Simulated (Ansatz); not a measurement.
A run of Ansatz 0.2.0 is set up as follows.

File input.yaml:

```yaml
crystal:
  lattice:
    - [3.811, 0.0, 0.0]
    - [-1.9055, 3.3004228138, 0.0]
    - [0.0, 0.0, 6.136]
  atoms:
    - { symbol: Sn, position: [0.0, 0.0, 0.0] }
    - { symbol: Se, position: [0.6666666667, 0.3333333333, 0.751] }
    - { symbol: Se, position: [0.3333333333, 0.6666666667, 0.249] }
hamiltonian:
  xc: r2scan
  pseudopotentials: { kind: paw }
kpoints:
  mp_grid: { grid: [8, 8, 5] }
scf:
  occupations: { method: fermi_dirac, width: 0.05 }
output:
  forces: true
  stress: true
  eigenvalues: true
  write_density: true
  write_potential: true
  elf: true
  volumetric_format: npy
relax:
  f_tol: 0.01
  max_steps: 40
  cell: { stress_tol: 0.05 }
```

Potentials or basis: Ansatz PAW.

Run with:

```console
$ ansatz run input.yaml --threads 2 --pin off --max-ram 5632MiB --backend cpu --events-out ev --progress --plain --runs-dir out
```

(1) Estimate the relaxed volume.

(2) Estimate the space group after relaxing (to 0.05 Å).

(3) Predict the relaxed cell.

(4) Estimate the band gap on the k mesh.

Results:

(1) 27.77 Å³/atom.

(2) P-3m1 (No. 164).

(3) a = 3.841 Å, b = 3.841 Å, c = 6.522 Å, α = 90.00°, β = 90.00°, γ = 120.00°.

(4) 1.01 eV, indirect (least direct gap 1.49 eV).

Caveat: odd divisions of the mesh miss points on the zone boundary, where band edges often lie, so the gap on the mesh can be too wide; the plane-wave basis is chosen anew once the cell has moved, so the energies of steps on either side of that aren't comparable; spin-orbit coupling is left out, which moves the levels of the heavy elements; the PAW data sets come from PBE, with cores solved anew for the run's functional, which leaves a small shift of forces and pressure.
